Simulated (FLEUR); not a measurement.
# NbP (I4_1md) in FLEUR: single point with PBEsol

Aim: the single point of NbP with PBEsol.

Everything below comes from runs of FLEUR MaX-R8.1 (later development tree). Logs are shortened: lines on timing, memory, paths and dates and some standing lists are left out, and cuts for length are marked.

## 1. The crystal as given

It takes space group I4_1md (No. 109, tetragonal). Conventional cell: a = 3.350 Å, b = 3.350 Å, c = 11.480 Å, α = 90.00°, β = 90.00°, γ = 90.00°. Around Nb (site symmetry 2mm) lie 6 P at 2.55 Å. Around P (site symmetry 2mm) lie 6 Nb at 2.55 Å.

The cell is a database's computed one.

## 2. Single point, PBEsol

inp.xml

```xml
<?xml version="1.0" encoding="UTF-8" standalone="no"?>
<fleurInput fleurInputVersion="0.39">
   <comment>
      NbP                                                                                                 
   </comment>
   <calculationSetup>
      <cutoffs Kmax="5.3" Gmax="16.4" GmaxXC="16.4" numbands="0"/>
      <scfLoop itmax="60" minDistance="0.00001" maxIterBroyd="15" imix="Anderson" alpha="0.05" precondParam="0.0" spinf="2.0" sdNocoIR="T"/>
      <coreElectrons ctail="T" frcor="F" kcrel="0" coretail_lmax="0"/>
      <xcFunctional name="PBEs" relativisticCorrections="F"/>
      <magnetism jspins="1"/>
      <soc l_soc="F" theta="0.0" phi="0.0" spav="F"/>
      <expertModes spex="0" secvar="F"/>
      <geometryOptimization l_f="T" forcealpha="1.0" forcemix="BFGS" epsdisp="0.0005" epsforce="0.0002"/>
      <ldaU l_linMix="F" mixParam="0.05" spinf="1.0"/>
   </calculationSetup>
   <cell>
      <bzIntegration valenceElectrons="48.0" mode="hist" fermiSmearingEnergy="0.00183747">
         <kPointListSelection listName="default-1"/>
         <!-- k-points included here -->
         <xi:include xmlns:xi="http://www.w3.org/2001/XInclude" href="kpts.xml"> </xi:include>
      </bzIntegration>
      <!-- symmetry operations included here -->
      <xi:include xmlns:xi="http://www.w3.org/2001/XInclude" href="sym.xml"> </xi:include>
      <bulkLattice scale="1.0">
         <bravaisMatrix>
            <row-1>   -3.1651462305397313     3.1651462305397313    10.8472323780282807</row-1>
            <row-2>    3.1651462305397313    -3.1651462305397313    10.8472323780282807</row-2>
            <row-3>    3.1651462305397313     3.1651462305397313   -10.8472323780282807</row-3>
         </bravaisMatrix>
      </bulkLattice>
   </cell>
[... 15 lines left out ...]
         <lo type="SCLO" l="2" n="4" eDeriv="2"/>
         <lo type="SCLO" l="3" n="4" eDeriv="2"/>
      </species>
      <species name="Phosphorous (P)" element="P" atomicNumber="15">
         <mtSphere radius="1.85" gridPoints="631" logIncrement="0.018"/>
         <atomicCutoffs lmax="8" lnonsphr="8"/>
         <electronConfig flipSpins="F">
            <coreConfig>(1s1/2) (2s1/2)</coreConfig>
            <valenceConfig>(2p1/2) (2p3/2) (3s1/2) (3p1/2) (3p3/2)</valenceConfig>
            <stateOccupation state="(3p1/2)" spinUp="0.500000" spinDown="0.500000"/>
            <stateOccupation state="(3p3/2)" spinUp="1.000000" spinDown="1.000000"/>
         </electronConfig>
         <energyParameters s="3" p="3" d="3" f="4"/>
         <lo type="SCLO" l="1" n="2" eDeriv="0"/>
         <lo type="SCLO" l="0" n="3" eDeriv="2"/>
         <lo type="SCLO" l="2" n="3" eDeriv="2"/>
         <lo type="SCLO" l="3" n="4" eDeriv="2"/>
      </species>
   </atomSpecies>
   <atomGroups>
      <atomGroup species="Niobium (Nb)">
         <relPos label="                   1">.2498808000 -.2501192000 1.000/2.000</relPos>
         <relPos label="                   2">.4998808000 .4998808000 .0000000000</relPos>
         <force calculate="T" relaxXYZ="TTT"/>
      </atomGroup>
      <atomGroup species="Phosphorous (P)">
         <relPos label="                   3">-.1672522300 .3327477700 1.000/2.000</relPos>
         <relPos label="                   4">.0827477700 .0827477700 .0000000000</relPos>
         <force calculate="T" relaxXYZ="TTT"/>
      </atomGroup>
   </atomGroups>
   <output dos="F" band="F" slice="F">
      <checks vchk="F" cdinf="F"/>
      <bandDOS minEnergy="-.5*Htr" maxEnergy="0.5*Htr" sigma="0.015" storeEVData="T"/>
      <vacuumDOS vacdos="F" integ="F" star="F" nstars="0" locx1="0.0" locy1="0.0" locx2="0.0" locy2="0.0" nstm="0" tworkf="0.0"/>
      <unfoldingBand unfoldBand="F" supercellX="1" supercellY="1" supercellZ="1"/>
      <plotting iplot="0" polar="F">
         <plot TwoD="T" vec1="  1.0  0.0  0.0" vec2="  0.0  1.0  0.0" vec3="  0.0  0.0  1.0" zero="  0.0  0.0  0.0" file="plot"/>
      </plotting>
      <chargeDensitySlicing numkpt="0" minEigenval="0.0" maxEigenval="0.0" nnne="0" pallst="F"/>
      <specialOutput eonly="F"/>
      <moessbauerParams electricFieldGradient="T" isomerShift="T" coreHyperfine="T" valenceHyperfine="T"/>
      <magneticCircularDichroism mcd="F" energyLo="-10.0" energyUp="0.0"/>
   </output>
  <!-- We include the file relax.xml here to enable relaxations (see documentation) -->
  <xi:include xmlns:xi="http://www.w3.org/2001/XInclude" href="relax.xml"> <xi:fallback/> </xi:include>
</fleurInput>
```

crystal.txt

```
NbP
&input cartesian=F /
-1.6749232544  1.6749232544  5.7401081759
1.6749232544  -1.6749232544  5.7401081759
1.6749232544  1.6749232544  -5.7401081759
1.8897261246
1.0 1.0 1.0

4
41 0.2498808000  0.7498808000  0.5000000000
41 0.4998808000  0.4998808000  0.0000000000
15 0.8327477700  0.3327477700  0.5000000000
15 0.0827477700  0.0827477700  0.0000000000

&kpt div1=11 div2=11 div3=11 gamma=T /
```

Potentials or basis: all-electron, FLAPW.

The run is started by

```console
> inpgen -f crystal.txt -profile fastHighL
> # inp.xml edited to the form shown
> mpirun -n 4 fleur_MPI -pe_per_kpt 1
```

Log:

```text
Welcome to FLEUR        (www.flapw.de)
      MaX-Release 8.1          (www.max-centre.eu)

 ========== k-point set info ==========
 Selected k-point list: default-1
 k-point list type: mesh
 11 x 11 x 11
 Number of k points: 126

 ------------Calculation Setup---------------------------
 Number of MPI-tasks      :            4
 Number of PE/node        :            4
 Number of OMP-threads    :            1
 Using exactly            1  PE per kpt
 k-points in parallel     :            4
 Using exactly            1  PE per kpt
 Using exactly            1  PE per kpt
 Using exactly            1  PE per kpt
 pe's per k-point         :            1
 No of k-point loops      :           31
 Info/Warning             : your k-point parallelism is not fully load-balanced
 Eigenvalue solver        :       lapack
 Number of basis functions:         1251
 Approximate size of matrices (H+S) per k-point:         0.047 GB
 --------------------------------------------------------
 Iteration:     1   Distance:      14.47203912 me/bohr^3
 Iteration:     2   Distance:      12.55341562 me/bohr^3
 Iteration:     3   Distance:       5.11866076 me/bohr^3
 Iteration:     4   Distance:       6.99489578 me/bohr^3
 Iteration:     5   Distance:       1.65880425 me/bohr^3
 Iteration:     6   Distance:       0.20666105 me/bohr^3
 Iteration:     7   Distance:       0.13018357 me/bohr^3
 Iteration:     8   Distance:       0.03016639 me/bohr^3
 Iteration:     9   Distance:       0.02836567 me/bohr^3
 Iteration:    10   Distance:       0.00295004 me/bohr^3
 Iteration:    11   Distance:       0.00070503 me/bohr^3
 Iteration:    12   Distance:       0.00060940 me/bohr^3
 Iteration:    13   Distance:       0.00013153 me/bohr^3
 Iteration:    14   Distance:       0.00006934 me/bohr^3
 Iteration:    15   Distance:       0.00001107 me/bohr^3
 Iteration:    16   Distance:       0.00001036 me/bohr^3
 Iteration:    17   Distance:       0.00000405 me/bohr^3

 Reset of history

 ********************************************************************
 Run finished successfully
 Stop message:
   Structural relaxation: new displacements generated
 ********************************************************************
```

Wall time 21 min (4 MPI ranks of Arm Neoverse V1, shared host).

What came out:

```yaml
Free_energy: -226398.2360 eV
Largest_force: 0.017 eV/Å
Band_gap_on_the_k_mesh: none (metal or under the smearing width)
Valence_electrons_inside_the_program's_atomic_spheres: Nb 10.91; P 8.36 (radii Nb 2.47, P 1.85 bohr)
```

Forces in eV/Å, atoms in the order of the input:
```
Nb   0.000  0.000  0.017
Nb   0.000  0.000  0.017
P    0.000  0.000 -0.017
P    0.000  0.000 -0.017
```

Core levels (eV from the Fermi level):
```
atom                                                                                                                             levels
1 Nb  1s1/2 -18784.4, 2s1/2 -2624.3, 2p1/2 -2408.5, 2p3/2 -2312.9, 3s1/2 -434.8, 3p1/2 -353.6, 3p3/2 -338.1, 3d3/2 -194.5, 3d5/2 -191.7
2 Nb  1s1/2 -18784.4, 2s1/2 -2624.3, 2p1/2 -2408.5, 2p3/2 -2312.9, 3s1/2 -434.8, 3p1/2 -353.6, 3p3/2 -338.1, 3d3/2 -194.5, 3d5/2 -191.7
 3 P                                                                                                        1s1/2 -2074.1, 2s1/2 -167.7
 4 P                                                                                                        1s1/2 -2074.1, 2s1/2 -167.7
```
